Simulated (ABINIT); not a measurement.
Crystal: SbSe2.

```
Sb Se
1.0
     0.00000    3.45640    3.45640
     3.45640    0.00000    3.45640
     3.45640    3.45640    0.00000
Sb Se
1 2
Direct
  0.00000 0.00000 0.00000
  0.25000 0.25000 0.25000
  0.75000 0.75000 0.75000
```

The cell was built by a generator and needn't be a form met in nature.

```yaml
Program: ABINIT 10.8.3 (patched build)
Task: relaxation of cell and atoms
Functional: PBE
Dispersion: D3
Potentials_or_basis: JTH PAW PBE v2.0 sp
Cutoff: 408 eV
k_mesh: 5 × 5 × 5
Occupations: fermi-dirac, width 0.05 eV
Spin: no spin polarisation
```

At the start: pressure -1.4 GPa; volume 27.53 Å³/atom.

**Question.** Where does the relaxation end?

**Answer.** Over 4 steps the energy falls by 2.8 meV/atom and the volume is 26.84 Å³/atom (-2.5 %); space group Fm-3m (No. 225, to 0.05 Å).

Step by step:
```
step  energy change (eV)  largest force (eV/Å)  pressure (GPa)  volume (Å³)
   1              0.0000                0.0000           -1.37        82.59
   2             -0.0025                0.0000           -1.16        82.24
   3             -0.0083                0.0000            0.03        80.46
   4             -0.0083                0.0000            0.00        80.51
```

Final structure:
```
Sb Se
1.0
     0.00000    3.42724    3.42724
     3.42724    0.00000    3.42724
     3.42724    3.42724    0.00000
Sb Se
1 2
Direct
  0.00000 0.00000 0.00000
  0.25000 0.25000 0.25000
  0.75000 0.75000 0.75000
```

Caveat: this set keeps more shells in the core, which shifts pressures and gaps; pairwise dispersion overbinds metals, which lowers pressure and volume.
